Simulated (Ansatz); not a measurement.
## KMgH3, space group Pm-3m: a calculation of the dielectric tensor and Born charges, step by step

Computed with Ansatz 0.2.0, Python API.

Contents of `kmgh3.cif`:
```cif
data_KMgH3
_cell_length_a 4.025000
_cell_length_b 4.025000
_cell_length_c 4.025000
_cell_angle_alpha 90.00000
_cell_angle_beta 90.00000
_cell_angle_gamma 90.00000
_symmetry_space_group_name_H-M 'P 1'
_symmetry_Int_Tables_number 1
loop_
_symmetry_equiv_pos_as_xyz
'x, y, z'
loop_
_atom_site_label
_atom_site_type_symbol
_atom_site_fract_x
_atom_site_fract_y
_atom_site_fract_z
K1 K    0.000000    0.000000    0.000000
Mg2 Mg    0.500000    0.500000    0.500000
H3 H    0.000000    0.500000    0.500000
H4 H    0.500000    0.000000    0.500000
H5 H    0.500000    0.500000    0.000000
```

Typed at the interpreter:
```pycon
>>> import warnings
>>> import ansatz as az
>>> from ase.io import read
>>> import numpy as np
>>> warnings.simplefilter("ignore", az.DeckWarning)
>>> atoms = read("kmgh3.cif")
>>> structure = az.Crystal.from_ase(atoms)
>>> # an insulator: whole occupations
>>> job = (
...     structure.calculation()
...     .functional("LDA")
...     .kpoints(length=14)
...     .occupations("fixed")
...     .dielectric()
... )
>>> result = job.run(threads=1)

>>> response = result.dielectric
>>> eps = np.asarray(response.eps_inf)
>>> print(f"mean eps_inf {np.trace(eps) / 3:.3f}, fraction of exact exchange 1/eps = {3 / np.trace(eps):.3f}")
mean eps_inf 3.786, fraction of exact exchange 1/eps = 0.264
>>> print(np.array2string(eps, precision=3, suppress_small=True))
[[ 3.786 -0.     0.   ]
 [-0.     3.786 -0.   ]
 [ 0.    -0.     3.786]]
>>> for index, (site, z) in enumerate(zip(result.lattice.sites, response.zstar_e)):
...     print("Born charge tensor of", site.symbol, index)
...     print(np.round(z, 3) + 0.0)
...
Born charge tensor of K 0
[[0.981 0.    0.   ]
 [0.    0.981 0.   ]
 [0.    0.    0.981]]
Born charge tensor of Mg 1
[[1.903 0.    0.   ]
 [0.    1.903 0.   ]
 [0.    0.    1.903]]
Born charge tensor of H 2
[[-1.26   0.     0.   ]
 [ 0.    -0.812  0.   ]
 [ 0.     0.    -0.812]]
Born charge tensor of H 3
[[-0.812  0.     0.   ]
 [ 0.    -1.26   0.   ]
 [ 0.     0.    -0.812]]
Born charge tensor of H 4
[[-0.812  0.     0.   ]
 [ 0.    -0.812  0.   ]
 [ 0.     0.    -1.26 ]]
>>> print(f"charge neutrality missed by {response.zstar_sum_residual_pre_e:.4f} e before the sum rule")
charge neutrality missed by 0.0008 e before the sum rule
```

With fixed filling the reported Fermi level is the top filled level among the k-points of the SCF. The k-point mesh is coarse, and energy and stress weren't tested for convergence. Pressure is positive in compression. The structure is a deposited one; some such entries were measured under pressure or heat, so a shift against it needn't be the functional's error alone. This is the electronic (clamped-ion) response; a semilocal gap that is too small tends to raise it. The typed mesh is that of the SCF; the response is solved on denser meshes that the run picks. Hardware and time: 5 s on 1 thread of Intel(R) Xeon(R) 6975P-C (Granite Rapids), with other jobs on the host, peak memory 0.49 GiB.

(Lines on the test bed's own set-up are left out of the output.)
